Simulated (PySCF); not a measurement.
# H5OY (Y(H)3(H2O)): the cost of one run

The runs use PySCF 2.14.0; PBE0, Y def2-SVP with ECP28, H def2-SVP, O def2-SVP; scalar-relativistic core potentials, no spin–orbit coupling.

1 further run of the same task is left out (for a known fault of the program).

### Step 1. Starting geometry

7 atoms, charge 0, spin multiplicity 1.

Bond lengths: Y1–H2 2.140 Å, Y1–H3 2.140 Å, Y1–H4 2.140 Å, Y1–O5 2.400 Å, O5–H6 0.970 Å, O5–H7 0.970 Å. Angles: H2–Y1–H3 109.5°, H2–Y1–H4 109.5°, H2–Y1–O5 109.5°, H3–Y1–H4 109.5°, H3–Y1–O5 109.5°, H4–Y1–O5 109.5°, Y1–O5–H6 127.5°, Y1–O5–H7 127.5°, H6–O5–H7 105.1°.

Geometry (Å):

```
atom     x (Å)     y (Å)     z (Å)
  Y1   0.00000   0.00000   0.00000
  H2   1.23550   1.23550   1.23550
  H3  -1.23550  -1.23550   1.23550
  H4   1.23550  -1.23550  -1.23550
  O5  -1.38560   1.38560  -1.38560
  H6  -1.72630   2.27070  -1.18180
  H7  -1.72630   1.18180  -2.27070
```

Formal oxidation states: Y +3.

### Step 2. SCF at the start, singlet

run.py (the lines that set the calculation)

```python
mol = gto.M(atom='''
Y      0.00000     0.00000     0.00000
H      1.23550     1.23550     1.23550
H     -1.23550    -1.23550     1.23550
H      1.23550    -1.23550    -1.23550
O     -1.38560     1.38560    -1.38560
H     -1.72630     2.27070    -1.18180
H     -1.72630     1.18180    -2.27070''',
    basis={'Y': 'def2-SVP', 'H': 'def2-SVP', 'O': 'def2-SVP'},
    ecp={'Y': 'def2-SVP'},
    charge=0, spin=0)
mf = dft.RKS(mol, xc='PBE0')
mf.grids.atom_grid = (50, 194)
mf = mf.density_fit()  # fitting sets: Y def2-universal-JKFIT, H def2-universal-JKFIT, O def2-universal-JKFIT
mf.conv_tol = 1e-08; mf.max_cycle = 55
mf.kernel(dm0)  # dm0: free metal ions and neutral atoms
```

Started as:

```sh
OMP_NUM_THREADS=2 python run.py
```

What time and memory should one allow on 2 threads of Arm Neoverse V2, shared host?

About 1.2 s, with a peak of 0.39 GiB.
